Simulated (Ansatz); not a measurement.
# AlClFHO (SMILES [OH][Al]([F])[Cl]): single points off equilibrium

The task here is to estimate one member of a computed series from the others.

The runs use Ansatz 0.2.0, Gaussian basis; single points in def2-TZVPP.

Cores are frozen in the correlated methods.

**The starting structure**

SMILES `[OH][Al]([F])[Cl]`, 5 atoms, charge 0, spin multiplicity 1.

Atoms are counted from 1 here; the program's logs count them from 0.

Bond lengths: O1–Al2 1.519 Å, O1–H5 0.864 Å, Al2–F3 1.720 Å, Al2–Cl4 2.051 Å. Angles: Al2–O1–H5 164.1°, O1–Al2–F3 120.0°, O1–Al2–Cl4 122.5°, F3–Al2–Cl4 117.1°.

Geometry (Å):

```xyz
5
charge 0, multiplicity 1
O     0.3567    1.0091   -0.3601
Al   -0.1130   -0.3548    0.1170
F     0.2809   -0.8937    1.7023
Cl   -1.0384   -1.6993   -1.1254
H     0.5774    1.8434   -0.4042
```

Set-up of the first run:

The input, run/in.yaml:

```yaml
crystal:
  periodic: [false, false, false]
  atoms:
    - {symbol: O, position_ang: [0.356700, 1.009100, -0.360100]}
    - {symbol: Al, position_ang: [-0.113000, -0.354800, 0.117000]}
    - {symbol: F, position_ang: [0.280900, -0.893700, 1.702300]}
    - {symbol: Cl, position_ang: [-1.038400, -1.699300, -1.125400]}
    - {symbol: H, position_ang: [0.577400, 1.843400, -0.404200]}
basis:
  gaussian: {orbitals: def2-TZVPP}
correlation: {method: ccsd_t}
output: {forces: true}
```

The command line of these runs was not kept.

Among the steps run: CCSD(T)/def2-TZVPP; PBE0-D4/def2-TZVPP; wB97M-V/def2-TZVPP; r2SCAN-D4/def2-TZVPP; PBE-D4/def2-TZVPP; CAM-B3LYP-D4/def2-TZVPP; wB97X-V/def2-TZVPP.

One table of the session follows, with a row left open; its other results are not shown here.

| method | RMS force component (eV/Å) | angle to CCSD(T) forces (°) | dipole (D) |
| --- | --- | --- | --- |
| CCSD(T) | 2.461 | reference | 2.84 |
| PBE0-D4 | ? | ? | ? |
| wB97M-V | 2.437 | 1.7 | 2.84 |
| r2SCAN-D4 | 2.432 | 1.9 | 2.84 |
| PBE-D4 | 2.507 | 4.9 | 2.76 |
| CAM-B3LYP-D4 | 2.440 | 3.5 | 2.87 |
| wB97X-V | 2.462 | 2.1 | 2.87 |

Estimate the missing values for PBE0-D4.

The run gave: RMS force component (eV/Å): 2.417; angle to CCSD(T) forces (°): 2.5; dipole (D): 2.84. In the column «RMS force component (eV/Å)» it is the lowest.
